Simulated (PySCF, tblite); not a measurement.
# C5H8FO radical: geometry, infrared bands and EPR parameters

Aim: predict the infrared bands and EPR parameters of C5H8FO radical (`C[CH][C@@](C)(F)C=O`).

Computed with tblite 0.8.0 and PySCF 2.14.0, with density-fitted response routines of our own, on a single molecule in the gas phase. Atoms count from 0, in the outputs and in this text.

### Step 1. The starting structure

15 atoms, charge 0, multiplicity 2; geometry from: force field or distance geometry start.

Bonds of the start (Å): C0–C1 1.50, C1–C2 1.50, C2–C3 1.53, C2–F4 1.36, C2–C5 1.53, C5–O6 1.23, C0–H7 1.09, C0–H8 1.09, C0–H9 1.09, C1–H10 1.08, C3–H11 1.11, C3–H12 1.08, C3–H13 1.10, C5–H14 1.11.

### Step 2. Optimising the geometry with GFN2-xTB

Job settings and geometry (Å):

```
{"job": {"kind": "relax", "xc": "GFN2-xTB", "basis": "xTB"}, "charge": 0, "multiplicity": 2}
C      2.122500     0.134100    -0.055900
C      0.718500     0.322000    -0.559000
C     -0.420800    -0.267100     0.215000
C     -1.527700    -0.746100    -0.732700
F     -0.009000    -1.342800     0.946900
C     -0.997100     0.801700     1.142900
O     -1.526100     1.851100     0.777800
H      2.832000     0.516300    -0.792400
H      2.270800     0.688100     0.876600
H      2.330300    -0.921300     0.122100
H      0.523300     1.060100    -1.316000
H     -2.364500    -1.175700    -0.147800
H     -1.929200     0.051800    -1.343700
H     -1.150800    -1.553400    -1.377800
H     -0.876700     0.589200     2.222100
```

The run is started by

```bash
> OMP_NUM_THREADS=1 python probes_run.py task.json out
```

One launch serves the whole session: the jobs run in the order shown.

**Question.** This job is followed by: GFN2-xTB harmonic vibrations, gas phase; UKS B3LYP, pcH-1 on C F H O, non-relativistic, mean-field spin-orbit, GIAO. Predict these results of the whole session: strongest single infrared mode (GFN2-xTB); zero-point energy (GFN2-xTB); g(iso) (B3LYP); ⟨S²⟩; largest a(iso); surface potential, 1st and 99th percentile.

The runs gave:

| quantity | value |
| --- | --- |
| strongest single infrared mode (GFN2-xTB) | 1464 cm⁻¹, 133 km/mol |
| zero-point energy (GFN2-xTB) | 73.6 kcal/mol |
| g(iso) (B3LYP) | 2.00879 |
| ⟨S²⟩ | 0.757 (exact 0.75) |
| largest a(iso) | 19F on F4, 96.0 MHz |
| surface potential, 1st and 99th percentile | -1.74 V and 1.04 V |

In words: Relaxing lowered the energy by 0.538 eV in 110 steps; the close pair that moved most is C1–C5, from 2.464 to 1.582 Å. All 39 modes are real, so the xTB geometry is a minimum. The strongest single mode, at 1464 cm⁻¹, moves mainly C5 and O6. Unscaled tight-binding wavenumbers are off by several per cent, some by more. Its intensities can rank the bands wrongly. The structure rearranged or came apart on optimisation; the results belong to the end geometry, not to the formula as drawn. O6 carries the largest spin population, 0.54 e. The isotropic g lies 6.5 ppt above the free-electron value.
